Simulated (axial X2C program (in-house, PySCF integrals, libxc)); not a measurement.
# YbBe: properties at the nuclei

Wanted for YbBe: properties at the nuclei, at the two-component level.

Method: two-component X2C with atomic mean-field terms, Yb dyall-cv3z, Be dyall-cv3z; program: an in-house X2C program for linear molecules on PySCF integrals.

All values are calculated.

### Step 1. The job

Input file task.json:

```json
{"zs": [70, 4], "q": 0, "bas": ["dyall-cv3z", "dyall-cv3z"], "r0": 2.72, "levels": ["PBE0", "HF", "PBE50", "PBE", "B3LYP"], "nst": 3}
```

Keys: zs atomic numbers; q charge; bas basis sets; r0 starting distance in Å; levels methods (HF also brings MP2); nst determinants followed.

Started as:

```bash
python soeom.py task.json out
```

Nuclei are Gaussian, cores are contracted, and the Gaunt term is on.

### Step 2. Expectation values, lowest determinant

R = 3.421 Å. State: Ω = 0 (closed shell).

Output of the PBE0 run:

```text
two-component X2C + atomic mean field  PBE0
basis functions 235  fitting functions 1141  grid points 5086
iter        total energy     max residual
   1     -14071.429976388     2.25e-05
   2     -14071.429976390     6.75e-06
converged
one-electron -19395.49227907  Coulomb 5592.25886181  exact exchange -73.74507716  xc functional -226.25698952  nuclear repulsion 43.31178575  atomic mean-field constant -11.50627819
```

The highest occupied spinor is 62% Yb s, 20% Be p, 9% Be s.

```csv
level,qzz Yb (a.u.),qzz Be (a.u.),μ (D)
PBE0,-0.75,-0.03,-0.93
HF,-0.53,-0.01,0.44
PBE50,-0.67,-0.03,-0.63
PBE,-0.75,-0.04,-1.24
B3LYP,-0.72,-0.03,-0.90
```

Eeff is the effective electric field on the electron dipole moment in this Ω state and Ws the scalar–pseudoscalar constant (defined with the proton number Z and per Ω); A∥ is the parallel hyperfine constant, which follows by multiplying with the nuclear g factor gI = μI/(I μN); qzz is the electric field gradient, eQq0 = 234.96 MHz × Q/barn × qzz; μ is positive if Be is the positive end. The operators were transformed with the bare-nucleus X2C matrices.

### Step 3. Expectation values, a higher determinant

R = 3.421 Å. State: Ω = 1 (excess of +ω over −ω: 2 × ω = 1/2), 1.22 eV above the lowest in the PBE0 search for states (made at or near this distance, with looser thresholds).

Output of the PBE0 run:

```text
two-component X2C + atomic mean field  PBE0
basis functions 235  fitting functions 1141  grid points 5086
iter        total energy     max residual
   1     -14071.385025511     7.68e-06
   2     -14071.385025512     2.55e-06
converged
one-electron -19394.01685920  Coulomb 5590.86114929  exact exchange -73.75856151  xc functional -226.27626165  nuclear repulsion 43.31178575  atomic mean-field constant -11.50627819
```

The highest occupied spinor is 61% Be p, 24% Yb p, 7% Yb d.

```csv
level,Eeff magnitude (GV/cm),Ws magnitude Yb (kHz),A∥/gI Yb (MHz),qzz Yb (a.u.),A∥/gI Be (MHz),qzz Be (a.u.),μ (D)
PBE0,18.1,15.4,3470,-3.49,102,-0.15,-4.27
HF,17.1,14.7,3480,-4.05,85.3,-0.13,-4.26
PBE50,18.8,16,3670,-3.85,88.4,-0.14,-4.48
PBE,15.3,12.8,2930,-2.56,113,-0.16,-3.99
B3LYP,19.1,16.4,3420,-3.09,127,-0.17,-4.33
```

### Step 4. Expectation values, a higher determinant

R = 3.421 Å. State: Ω = 2 (excess of +ω over −ω: ω = 1/2, ω = 3/2), 1.41 eV above the lowest in the PBE0 search for states (made at or near this distance, with looser thresholds).

Output of the PBE0 run:

```text
two-component X2C + atomic mean field  PBE0
basis functions 235  fitting functions 1141  grid points 5086
iter        total energy     max residual
   1     -14071.378059475     6.18e-05
   2     -14071.378059495     5.97e-05
   3     -14071.378059532     2.89e-05
   4     -14071.378059542     1.88e-05
   5     -14071.378059544     2.80e-05
   6     -14071.378059547     9.88e-06
converged
one-electron -19393.45482320  Coulomb 5590.27627768  exact exchange -73.74965748  xc functional -226.25536411  nuclear repulsion 43.31178575  atomic mean-field constant -11.50627819
```

The highest occupied spinor is 69% Be p, 17% Yb p, 12% Yb d.

```
level  Eeff magnitude (GV/cm)  Ws magnitude Yb (kHz)  A∥/gI Yb (MHz)  qzz Yb (a.u.)  A∥/gI Be (MHz)  qzz Be (a.u.)  μ (D)
 PBE0                    18.8                   8.15            1680          -0.83              61           0.04  -5.22
   HF                    30.4                   13.4            1530          -1.67            71.1           0.03  -5.97
PBE50                    21.5                   9.36            1800          -0.96            55.6           0.04  -5.55
  PBE                      14                   6.02            1430          -0.54            65.2           0.04  -4.67
B3LYP                    18.3                   7.98            1710          -0.77            71.1           0.05  -5.00
```

### Step 5. Results

| quantity | value |
| --- | --- |
| lowest determinant | Ω = 0 (closed shell) |
| qzz Yb (a.u.), PBE0 | -0.75 |
| qzz Be (a.u.), PBE0 | -0.03 |
| μ (D), PBE0 | -0.93 |
| higher determinant | Ω = 1 (excess of +ω over −ω: 2 × ω = 1/2) |
| Eeff magnitude (GV/cm), PBE0, higher determinant | 18.1 |
| Ws magnitude Yb (kHz), PBE0, higher determinant | 15.4 |
| A∥/gI Yb (MHz), PBE0, higher determinant | 3470 |
| qzz Yb (a.u.), PBE0, higher determinant | -3.49 |
| higher determinant | Ω = 2 (excess of +ω over −ω: ω = 1/2, ω = 3/2) |
| Eeff magnitude (GV/cm), PBE0, higher determinant | 18.8 |
| Ws magnitude Yb (kHz), PBE0, higher determinant | 8.15 |
| A∥/gI Yb (MHz), PBE0, higher determinant | 1680 |
| qzz Yb (a.u.), PBE0, higher determinant | -0.83 |

In words: The expectation values come from single determinants, which for open shells can mix terms of unlike spin or miss the lowest Ω, so a determinant need not be a state. Eeff is the effective electric field on the electron dipole moment in this Ω state and Ws the scalar–pseudoscalar constant (defined with the proton number Z and per Ω); A∥ is the parallel hyperfine constant, which follows by multiplying with the nuclear g factor gI = μI/(I μN); qzz is the electric field gradient, eQq0 = 234.96 MHz × Q/barn × qzz; μ is positive if Be is the positive end. The operators were transformed with the bare-nucleus X2C matrices.
